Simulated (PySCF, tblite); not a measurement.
# C₆H₈F₄: geometry, infrared bands, NMR shifts and electronic excitations

Aim: predict the infrared bands, NMR shifts and electronic excitations of C₆H₈F₄ (`C/C(=C/CF)CC(F)(F)F`).

Programs: tblite 0.8.0 and PySCF 2.14.0, with density-fitted response routines of our own. Each step states its level of theory. These are calculated values for one molecule in the gas phase, unless marked as measured. Atoms count from 0, in the outputs and in this text.

### Step 1. Starting geometry

18 atoms, charge 0, multiplicity 1; geometry from: force field or distance geometry start.

Bonds of the start (Å): C0–C1 1.50, C1–C2 1.37, C2–C3 1.48, C3–F4 1.36, C1–C5 1.52, C5–C6 1.52, C6–F7 1.35, C6–F8 1.35, C6–F9 1.36, C0–H10 1.10, C0–H11 1.09, C0–H12 1.09, C2–H13 1.09, C3–H14 1.08, C3–H15 1.11, C5–H16 1.09, C5–H17 1.10.

### Step 2. Geometry optimisation with GFN2-xTB

What the job is given:

```
{"job": {"kind": "relax", "xc": "GFN2-xTB", "basis": "xTB"}, "charge": 0, "multiplicity": 1}
C     -0.415700     1.995500    -0.075900
C      0.140800     0.609200    -0.178400
C      1.431400     0.361200     0.200700
C      2.176100    -0.923100     0.217300
F      1.380300    -2.011600     0.017200
C     -0.817800    -0.442100    -0.719800
C     -1.788500    -1.013600     0.297400
F     -2.625800    -0.061600     0.772400
F     -2.549400    -1.980400    -0.269500
F     -1.169800    -1.572700     1.366100
H     -1.276900     2.018700     0.612400
H      0.308100     2.720900     0.288500
H     -0.768700     2.338400    -1.049300
H      2.022900     1.202900     0.552600
H      2.957100    -0.919400    -0.535200
H      2.642700    -1.062500     1.217700
H     -1.387700     0.013100    -1.532300
H     -0.267600    -1.266400    -1.193300
```

Command:

```bash
OMP_NUM_THREADS=1 python probes_run.py task.json out
```

The driver reads the jobs from task.json and runs them one after another.

**Question.** This job is followed by: GFN2-xTB harmonic vibrations, gas phase; PBE0-D3(BJ)/def2-SVP geometry optimisation, gas phase; GIAO PBE0/pcSseg-1 NMR shielding, non-relativistic, gas phase; TDDFT B3LYP/def2-SVPD, vertical, gas phase, core orbitals frozen in the response; GIAO CAM-B3LYP/pcSseg-1 NMR shielding, non-relativistic, gas phase. Predict these results of the whole session: strongest single infrared mode (GFN2-xTB); zero-point energy (GFN2-xTB); point group; rotational constants (main isotopes); 13C shifts against TMS (PBE0/pcSseg-1); 1H shifts against TMS (PBE0/pcSseg-1, means over atoms taken as alike); 19F shifts against CFCl3 (PBE0/pcSseg-1, means over atoms taken as alike); lowest singlet (B3LYP/def2-SVPD); lowest triplet; vertical ionisation energy (ΔSCF); range of the shift of F7.

The runs gave:

| quantity | value |
| --- | --- |
| strongest single infrared mode (GFN2-xTB) | 1065 cm⁻¹, 237 km/mol |
| zero-point energy (GFN2-xTB) | 82.0 kcal/mol |
| point group | C1 |
| rotational constants (main isotopes) | 1.71, 0.98, 0.75 GHz |
| 13C shifts against TMS (PBE0/pcSseg-1) | 145.4, 134.3, 132.2, 80.6, 38.4, 28.6 ppm |
| 1H shifts against TMS (PBE0/pcSseg-1, means over atoms taken as alike) | 5.91, 5.07, 2.99, 2.03 ppm |
| 19F shifts against CFCl3 (PBE0/pcSseg-1, means over atoms taken as alike) | -78.2, -247.1 ppm |
| lowest singlet (B3LYP/def2-SVPD) | 6.30 eV (197 nm), f = 0.263 |
| lowest triplet | 4.01 eV |
| vertical ionisation energy (ΔSCF) | 9.58 eV |
| range of the shift of F7 | -78.2 to -67.8 ppm |

What this shows: Over 139 steps the energy fell by 0.179 eV; of the close pairs, C1–C2 changed most, 1.368 to 1.329 Å (GFN2-xTB). No mode is imaginary among the 48: a minimum at this level. The strongest single mode, at 1065 cm⁻¹, moves mainly C6. Unscaled tight-binding wavenumbers are off by several per cent, some by more. Its intensities can rank the bands wrongly. The optimisation took 14 steps and gained 0.167 eV; among the close pairs (by a distance rule), C3–H14 changed most, from 1.055 to 1.102 Å (PBE0/def2-SVP). H13 (hydrogen on an alkene CH) lies farthest downfield among hydrogen, at 5.91 ppm; olefinic region. At PBE0/pcSseg-1: The widest tensor belongs to C1: span 238 ppm, with a paramagnetic part of -223 ppm. The first singlet state (HOMO→LUMO 0.88) lies at 6.30 eV and is bright. The lowest triplet lies 2.29 eV below the lowest singlet (triplets in Tamm-Dancoff, singlets in full TDDFT). The orbital energy would give 7.38 eV for ionisation, ΔSCF gives 9.58 eV. In ppm, F7 (with its like atoms) moves most: its shift spreads over 10.4 ppm, from -78.2 (PBE0/pcSseg-1) to -67.8 (CAM-B3LYP/pcSseg-1). Most of that comes from the computed reference, not from the atom's own shielding.
